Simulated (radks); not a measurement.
# Valence configurations of In⁺

One table from this session's results is given with a row withheld; the runs are named, their logs left out.

Program: radks (a radial shooting solver on a logarithmic mesh, Libxc functionals) version 1. Level of theory: scalar-relativistic Kohn-Sham, PBE, spin-polarised, spherical densities, point nucleus; open shells are filled with parallel spins first. These are calculated values, not measurements, unless marked.

## What is computed

| Quantity | Value |
| --- | --- |
| element | indium (Z = 49) |
| charge | +1 |
| electrons | 48 |
| configuration | [Kr] 4d10 5s2 |
| others tried | 4d9.5 5s2 5p0.5; 4d9 5s2 5p1; 4d10 5s1 5p1; 4d10 5s1.5 5p0.5; 4d10 5p2; 4d8 5s2 5p2; 4d9.5 5s1 5p1.5; 4d7 5s2 5p3 |

Outer shells as boxes (Hund's rule):

In⁺
```
[Kr] core
4d [↑↓][↑↓][↑↓][↑↓][↑↓]
5s [↑↓]
```

Set-up of the first run:

The run's settings:

```text
Z 49
configuration [Kr] 4d10 5s2
relativity scalar-relativistic
functional pbe,pbe
spin polarised
nucleus point
c 137.035999084
```

Run with:

```
$ python run_ks.py task.json out
```

The same process makes all the runs of this session.

Among the steps run: [Kr] 4d10 5s2.

One of the session's tables, all rows but one given; the rest of the session is left out.

From the orbitals of this run (lengths in bohr):

```
level     <r>  outermost maximum (interpolated)  90 % within  nodes
   2p  0.1122                            0.0869        0.183      0
   3s  0.3486                             0.316        0.513      2
   3p  0.3471                             0.309        0.522      1
   3d  0.3243                             0.258        0.512      0
   4s  0.8481                             0.770         1.23      3
   4p       ?                                 ?            ?      ?
   4d   1.178                             0.931         1.85      1
   5s   2.482                              2.11         3.67      4
```

**Question.** Estimate the row for 4p.

As computed: <r>: 0.9219; outermost maximum (interpolated): 0.816; 90 % within: 1.36; nodes: 2. In the column «<r>» it lies between 4s (0.8481) and 4d (1.178).
